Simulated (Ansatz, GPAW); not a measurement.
OsIBr: GLLB-SC, run from Python

These are simulated results from GPAW 26.7.0, not measurements. The cell was built from a prototype and was relaxed with r2SCAN in plane waves (Ansatz 0.2.0). It may be hypothetical. It is a single sheet, repeated along a and b, with vacuum along c. All runs are without spin polarisation.

In-plane lattice: a = 3.753 Å, b = 3.753 Å, γ = 120.0°; thickness between the outer nuclei 3.24 Å. Os is surrounded by 3 I at 2.53 Å and 3 Br at 2.90 Å; Br is surrounded by 3 Os at 2.90 Å; I is surrounded by 3 Os at 2.53 Å.

GLLB-SC is a model potential. Its fundamental gap is the Kohn-Sham gap plus a derivative discontinuity, which the script evaluates at the band edges among the listed k points. Its total energy isn't variational and serves nothing here.

The script, run.py:

```python
import json
from ase import Atoms
from gpaw import GPAW, PW, FermiDirac

atoms = Atoms(['Os', 'Br', 'I'],
              cell=[[3.75332148, 0.0, 0.0], [-1.87666074, 3.25047175, 0.0], [0.0, 0.0, 30.91191336]],
              scaled_positions=[[0.333333333, 0.666666667, 0.284517505], [0.666666667, 0.333333333, 0.346876899], [0.666666667, 0.333333333, 0.242055249]],
              pbc=True)
calc = GPAW(mode=PW(400), xc='GLLBSC', kpts={'size': (6, 6, 1), 'gamma': True},
            occupations=FermiDirac(0.02), maxiter=100, legacy_gpaw=True, txt='gpaw.txt')
atoms.calc = calc
res = {'energy': atoms.get_potential_energy(force_consistent=True)}
res['electrons'] = calc.get_number_of_electrons()
res['k'] = calc.get_ibz_k_points().tolist()
res['levels'] = [calc.get_eigenvalues(kpt=i).tolist() for i in range(len(res['k']))]
points = [[0.0, 0.0, 0.0], [0.5, 0.0, 0.0], [0.333333, 0.333333, 0.0], [0.0, 0.5, 0.0]]
bands = calc.fixed_density(kpts=points, symmetry='off', nbands=round(res['electrons']) // 2 + 6, convergence={'bands': -2}, txt='bands.txt')
res['points'] = [bands.get_eigenvalues(kpt=i).tolist() for i in range(len(points))]
homo, lumo = bands.get_homo_lumo()
potential = calc.hamiltonian.xc.response.calculate_discontinuity_potential(homo, lumo)
res['discontinuity'] = bands.hamiltonian.xc.response.calculate_discontinuity(potential)
json.dump(res, open('results.json', 'w'))
print('free energy (eV):', round(res['energy'], 5))
```

Command: `python run.py`. It took 66 s on 1 thread of Arm Neoverse V1, with other jobs on the host, peak memory 0.3 GiB.

The log gpaw.txt, trimmed of paths, versions and times, then the last line on the terminal. An iter line gives the energy in eV and the logarithms of the changes of orbitals (plane waves alone) and density (c: converged):

```
___ ___ ___ _ _ _
 |   |   |_  | | | |

 | | | | | . | | | |

 |__ |  _|___|_____|  26.7.0
 |___|_|

Input parameters:
  kpts: {gamma: True,
         size: (6, 6, 1)}
  maxiter: 100
  mode: {ecut: 400.0,
         name: pw}
  occupations: {fixmagmom: False,
                name: fermi-dirac,
                width: 0.02}
  xc: GLLBSC

System changes: positions, numbers, cell, pbc, initial_charges, initial_magmoms

Initialize ...

species:
  Os:
    name:    Osmium
    Z:       76.0
    valence: 14
    core:    62
    charge:  0.0  # [|e|]
    compensation charges:
      type: gauss
      rc: 0.39  # [Å]
      lmax: 2
    cutoffs:
      filter: 2.36  # [Å]
      core: 2.51  # [Å]
    projectors
    | kind |    occ | energy [eV] | rcut [Å] |

    |------|--------|-------------|----------|

    |   6s |  2.000 |      -9.651 |    1.349 |

    |   5p |  6.000 |     -53.784 |    1.397 |

    |   6p |  0.000 |      -3.924 |    1.397 |

    |   5d |  6.000 |      -9.553 |    1.244 |

    |    s |        |      17.561 |    1.349 |

    |    d |        |      17.658 |    1.244 |

    Using partial waves for Os as LCAO basis

  Br:
    name:    Bromine
    Z:       35.0
    valence: 7
    core:    28
    charge:  0.0  # [|e|]
    compensation charges:
      type: gauss
      rc: 0.35  # [Å]
      lmax: 2
    cutoffs:
      filter: 1.98  # [Å]
      core: 2.38  # [Å]
    projectors
    | kind |    occ | energy [eV] | rcut [Å] |

    |------|--------|-------------|----------|

    |   4s |  2.000 |     -23.401 |    1.111 |

    |   4p |  5.000 |     -11.410 |    1.111 |

    |    s |        |       3.810 |    1.111 |

    |    p |        |      15.801 |    1.111 |

    |    d |        |       0.000 |    1.111 |

    Using partial waves for Br as LCAO basis

  I:
    name:    Iodine
    Z:       53.0
    valence: 7
    core:    46
    charge:  0.0  # [|e|]
    compensation charges:
      type: gauss
      rc: 0.37  # [Å]
      lmax: 2
    cutoffs:
      filter: 2.06  # [Å]
      core: 2.96  # [Å]
    projectors
    | kind |    occ | energy [eV] | rcut [Å] |

    |------|--------|-------------|----------|

    |   5s |  2.000 |     -20.049 |    1.164 |

    |   5p |  5.000 |     -10.166 |    1.164 |

    |    s |        |       7.162 |    1.164 |

    |    p |        |      17.045 |    1.164 |

    |    d |        |       0.000 |    1.164 |

    Using partial waves for I as LCAO basis

Reference energy: -733106.741495  # eV

Spin-paired calculation

Convergence criteria:
 Maximum [total energy] change in last 3 cyles: 0.0005 eV / valence electron
 Maximum integral of absolute [dens]ity change: 0.0001 electrons / valence electron
 Maximum integral of absolute [eigenst]ate change: 4e-08 eV^2 / valence electron
 Maximum number of scf [iter]ations: 100
 (Square brackets indicate name in SCF output, whereas a 'c' in
 the SCF output indicates the quantity has converged.)

Symmetries present (total): 6

  ( 1  1  0)  ( 1  0  0)  ( 0  1  0)  ( 0 -1  0)  (-1  0  0)  (-1 -1  0)
  ( 0 -1  0)  ( 0  1  0)  (-1 -1  0)  (-1  0  0)  ( 1  1  0)  ( 1  0  0)
  ( 0  0  1)  ( 0  0  1)  ( 0  0  1)  ( 0  0  1)  ( 0  0  1)  ( 0  0  1)

36 k-points: 6 x 6 x 1 Monkhorst-Pack grid + [1/12,1/12,0.000000]
7 k-points in the irreducible part of the Brillouin zone
       k-points in crystal coordinates                weights
   0:     0.00000000    0.00000000    0.00000000          1/36
   1:     0.16666667    0.00000000    0.00000000          6/36
   2:     0.33333333   -0.16666667    0.00000000          6/36
   3:     0.33333333    0.00000000    0.00000000          6/36
   4:     0.33333333    0.33333333    0.00000000          2/36
   5:     0.50000000    0.33333333    0.00000000         12/36
   6:     0.50000000    0.50000000    0.00000000          3/36

Wave functions: Plane wave expansion
  Cutoff energy: 400.000 eV
  Number of coefficients (min, max): 6773, 6918
  Pulay-stress correction: 0.000000 eV/Ang^3 (de/decut=0.000000)
  Using FFTW library
  ScaLapack parameters: grid=1x1, blocksize=None
  Wavefunction extrapolation:
    Improved wavefunction reuse through dual PAW basis

Occupation numbers: Fermi-Dirac:
  width: 0.0200  # eV

Eigensolver
   Davidson(niter=2)

Densities:
  Coarse grid: 18*18*144 grid
  Fine grid: 36*36*288 grid
  Total Charge: 0.000000

Density mixing:
  Method: separate
  Backend: msr1
  Linear mixing parameter: 0.05
  old densities: 10
  Width of damping distribution: 1.1
  Damping of long wavelength oscillations: 20

Hamiltonian:
  XC and Coulomb potentials evaluated on a 36*36*288 grid
  Using the GLLBSC Exchange-Correlation functional
  External potential:
    NoExternalPotential

XC parameters: GLLBSC functional being used consists of
  -----------------------------------------------------------------------
  | Weight | Module     | Description                                   |

  -----------------------------------------------------------------------
  |  1.000 | SCREENING  | GGA_X_PBE_SOL with 2 nearest neighbor stencil |

  |  1.000 | RESPONSE   | eps=0.0500 eV                                 |

  |  1.000 | XC         | GGA_C_PBE_SOL with 2 nearest neighbor stencil |

  -----------------------------------------------------------------------

Memory estimate:
  Process memory now: 128.68 MiB
  Calculator: 62.90 MiB
    Density: 27.32 MiB
      Arrays: 9.25 MiB
      Localized functions: 10.94 MiB
      Mixer: 7.12 MiB
    Hamiltonian: 6.35 MiB
      Arrays: 6.05 MiB
      XC: 0.00 MiB
      Poisson: 0.00 MiB
      vbar: 0.30 MiB
    Wavefunctions: 29.23 MiB
      Arrays psit_nG: 14.78 MiB
      Eigensolver: 2.70 MiB
      Projections: 0.09 MiB
      Projectors: 9.14 MiB
      PW-descriptor: 2.52 MiB

Total number of cores used: 1

Number of atoms: 3
Number of atomic orbitals: 20
Number of bands in calculation: 20
Number of valence electrons: 28
Bands to converge: occupied

... initialized

Initializing position-dependent things.

Density initialized from atomic densities
Creating initial wave functions:
  20 bands from LCAO basis set
Positions:
   0 Os    -0.000000    2.166981    8.794980    ( 0.0000,  0.0000,  0.0000)
   1 Br     1.876661    1.083491   10.722629    ( 0.0000,  0.0000,  0.0000)
   2 I      1.876661    1.083491    7.482391    ( 0.0000,  0.0000,  0.0000)

Unit cell:
           periodic     x           y           z      points  spacing
  1. axis:    yes    3.753321    0.000000    0.000000    18     0.1806
  2. axis:    yes   -1.876661    3.250472    0.000000    18     0.1806
  3. axis:    yes    0.000000    0.000000   30.911913   144     0.2147

  Lengths:   3.753321   3.753321  30.911913
  Angles:   90.000000  90.000000 120.000000

Effective grid spacing dv^(1/3) = 0.2007

iter:   1   -14.294837
iter:   2   -15.994911   -0.80  -1.10
iter:   3   -52.054627   +0.78  -1.04
iter:   4   -14.906484   +0.47  -0.97
iter:   5   -17.979157   -0.31  -1.19
iter:   6   -13.885815   -0.36  -1.11
iter:   7   -13.568629   -0.99  -1.44
iter:   8   -13.592901   -1.84  -1.44
iter:   9   -13.406238   -2.34  -1.53
iter:  10   -13.381809   -2.16  -1.69
iter:  11   -13.250722   -2.97  -1.78
iter:  12   -13.192403   -3.12  -2.05
iter:  13   -13.127356   -3.32  -2.16
iter:  14   -13.088868   -3.12  -2.37
iter:  15   -13.099397   -3.80  -2.87
iter:  16   -13.090341c  -4.07  -2.95
iter:  17   -13.088644c  -4.49  -3.26
iter:  18   -13.088220c  -4.70  -3.66
iter:  19   -13.088273c  -5.00  -4.14c
iter:  20   -13.088496c  -5.22  -4.21c
iter:  21   -13.088452c  -5.44  -4.40c
iter:  22   -13.088408c  -5.66  -4.78c
iter:  23   -13.088443c  -5.90  -4.96c
iter:  24   -13.088456c  -6.16  -4.93c
iter:  25   -13.088687c  -6.37  -5.10c
iter:  26   -13.088452c  -6.51  -5.02c
iter:  27   -13.088436c  -6.78  -5.18c
iter:  28   -13.088456c  -6.96  -5.03c
iter:  29   -13.088452c  -7.13  -5.26c
iter:  30   -13.088457c  -7.30  -5.45c
iter:  31   -13.088458c  -7.48c -5.49c

Converged after 31 iterations.

Energy contributions relative to reference atoms: (reference = -733106.741495)

Kinetic:       +109.613500
Potential:     -100.416305
External:        +0.000000
XC:             -22.778104
Entropy (-ST):   -0.000000
Local:           +0.492451
SIC:             +0.000000
--------------------------
Free energy:    -13.088458
Extrapolated:   -13.088458

GLLBSC response reference energy: -2.87535 eV (from HOMO)

Showing only first 2 kpts
 Kpt  Band  Eigenvalues  Occupancy
  0    12     -3.35175    2.00000
  0    13     -3.35050    2.00000
  0    14     -1.16109    0.00000
  0    15     -1.16095    0.00000

  1    12     -3.46401    2.00000
  1    13     -3.33730    2.00000
  1    14     -1.60717    0.00000
  1    15     -1.20334    0.00000

Fermi level: -2.46433

Gap: 0.918 eV
Transition (v -> c):
  (s=0, k=4, n=13, [0.33, 0.33, 0.00]) -> (s=0, k=6, n=14, [0.50, 0.50, 0.00])
Direct/indirect transitions are different
Direct gap: 1.063 eV
Transition at: (s=0, k=4, n=13, [0.33, 0.33, 0.00])

free energy (eV): -13.08846
```

The gap in the log is over the mesh alone; results.json adds the listed points. GLLB-SC gives a gap of 1.29 eV (0.917 eV Kohn-Sham over the listed points plus 0.370 eV discontinuity). On the same cell, plane-wave PBE (Ansatz, 12×12×1 k points and the special points) gives a gap of 0.59 eV and r2SCAN a gap of 0.87 eV; on shared hosts these took about 24 and 60 core-seconds on the 3-atom cell, against 66 for the script. Spin-orbit coupling, left out in all these runs, can cut or reorder the gap by tenths of an eV, up to about 1 eV with Pb or Bi.

No spin-orbit coupling is included; it can move band edges with weight on the heavy atoms by tenths of an eV.
